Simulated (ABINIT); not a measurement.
SbSe2:

```xyz
3
Lattice="0.0000 3.4564 3.4564 3.4564 0.0000 3.4564 3.4564 3.4564 0.0000" Properties=species:S:1:pos:R:3 pbc="T T T"
Sb    0.0000    0.0000    0.0000
Se    1.7282    1.7282    1.7282
Se    5.1846    5.1846    5.1846
```

The cell was built by a generator and needn't be a form met in nature.

```yaml
Program: ABINIT 10.8.3 (patched build)
Task: single point
Functional: PBE
Potentials_or_basis: JTH PAW PBE v2.0
Cutoff: 435 eV
k_mesh: 7 × 7 × 7
Occupations: fermi-dirac, width 0.05 eV
Spin: no spin polarisation
```

On this cell: pressure -0.1 GPa; largest force zero by symmetry; band gap on the k mesh none (metal or under the smearing width).

The same run follows on a disturbed copy (atoms moved at random, drawn with an rms of 0.05 Å):

```xyz
3
Lattice="0.0000 3.4564 3.4564 3.4564 0.0000 3.4564 3.4564 3.4564 0.0000" Properties=species:S:1:pos:R:3 pbc="T T T"
Sb    0.0148    0.0045    0.0536
Se    1.7010    1.7518    1.7504
Se    5.1775    5.1794    5.1964
```

**Question.** What does the disturbed cell give?

**Answer.** The energy (extrapolated to zero smearing) moves by +0.8 meV/atom; pressure -0.1 GPa; largest force 0.082 eV/Å; band gap on the k mesh none (metal or under the smearing width).

Forces in eV/Å, atoms in the order of the input:
```
Sb  -0.026  0.003 -0.029
Se   0.056 -0.059 -0.010
Se  -0.030  0.056  0.039
```

Stress tensor (GPa, compression positive):
```
-0.09 -0.10 -0.24
-0.10 -0.10  0.17
-0.24  0.17 -0.08
```
